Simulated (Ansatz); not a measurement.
# AlPd4: the cost of one run

Computed with Ansatz 0.2.0 (DFT PBE, scalar-relativistic, plane waves, PAW, unless a step's input says otherwise).

**1. The system as given**

Symmetry: P-3m1, No. 164, trigonal system. Conventional cell: a = 2.848 Å, b = 2.848 Å, c = 10.802 Å, α = 90.00°, β = 90.00°, γ = 120.00°. Al (site symmetry -3m) has 6 Pd at 2.54 Å and 6 Al at 2.85 Å as nearest neighbours. Pd (site symmetry 3m) has 3 Al at 2.54 Å and 9 Pd at 2.85 Å as nearest neighbours. Pd (site symmetry 3m) is surrounded by 12 Pd at 2.82 to 2.85 Å.

Structure file:

```cif
data_structure
_symmetry_space_group_name_H-M 'P 1'
_symmetry_Int_Tables_number 1
_cell_length_a 2.8483
_cell_length_b 2.8483
_cell_length_c 10.8020
_cell_angle_alpha 90.000
_cell_angle_beta 90.000
_cell_angle_gamma 120.000
_cell_volume 75.89
loop_
_atom_site_label
_atom_site_type_symbol
_atom_site_fract_x
_atom_site_fract_y
_atom_site_fract_z
_atom_site_occupancy
Al1 Al 0.00000 0.00000 0.00000 1
Pd1 Pd 0.33333 0.66667 0.82122 1
Pd2 Pd 0.33333 0.66667 0.39415 1
Pd3 Pd 0.66667 0.33333 0.17878 1
Pd4 Pd 0.66667 0.33333 0.60585 1
```

It is the end of an earlier relaxation with the same method, from a database cell with other species swapped in; it is a trial structure. At a tolerance of 0.05 Å it has space group P-3m1 (No. 164); it has 15.18 Å³/atom, an uncorrected energy of -0.36 eV/atom over the elements.

**2. Static run: bands, density of states and charges**

input.yaml reads:

```yaml
crystal:
  lattice:
    - [2.8483029805, 0.0, 0.0]
    - [-1.4241514902, 2.4667027388, 0.0]
    - [0.0, 0.0, 10.8019634326]
  atoms:
    - { symbol: Al, position: [0.0, 0.0, 0.0] }
    - { symbol: Pd, position: [0.3333333333, 0.6666666667, 0.8212223354] }
    - { symbol: Pd, position: [0.3333333333, 0.6666666667, 0.3941498756] }
    - { symbol: Pd, position: [0.6666666667, 0.3333333333, 0.1787776646] }
    - { symbol: Pd, position: [0.6666666667, 0.3333333333, 0.6058501244] }
basis:
  ecutwfc: 420
kpoints:
  mp_grid: { grid: [18, 18, 4] }
  band_path:
    path:
      - [[0.0, 0.0, 0.0], [0.5, 0.0, 0.0], [0.33333333, 0.33333333, 0.0], [0.0, 0.0, 0.0], [0.0, 0.0, 0.5], [0.5, 0.0, 0.5], [0.33333333, 0.33333333, 0.5], [0.0, 0.0, 0.5]]
      - [[0.5, 0.0, 0.5], [0.5, 0.0, 0.0]]
      - [[0.33333333, 0.33333333, 0.5], [0.33333333, 0.33333333, 0.0]]
    npoints: 14
hamiltonian:
  xc: pbe
scf:
  occupations: { method: gaussian, width: 0.1 }
  n_extra_bands: 12
output:
  forces: true
  stress: true
  eigenvalues: true
  populations: true
  dos: { projected: true, de: 0.02, nscf_kmesh: { grid: [22, 22, 5] } }
  bader: true
  write_density: true
  write_potential: true
  elf: true
  volumetric_format: npy
```

Run with:

```console
ansatz run input.yaml --threads 1 --pin off --max-ram 2560MiB --backend cpu --events-out ev --progress --plain --runs-dir out
```

Q: Estimate wall time and peak memory on 1 thread of Arm Neoverse V1, shared host.

About 2.1 min, with a peak of 0.75 GiB.
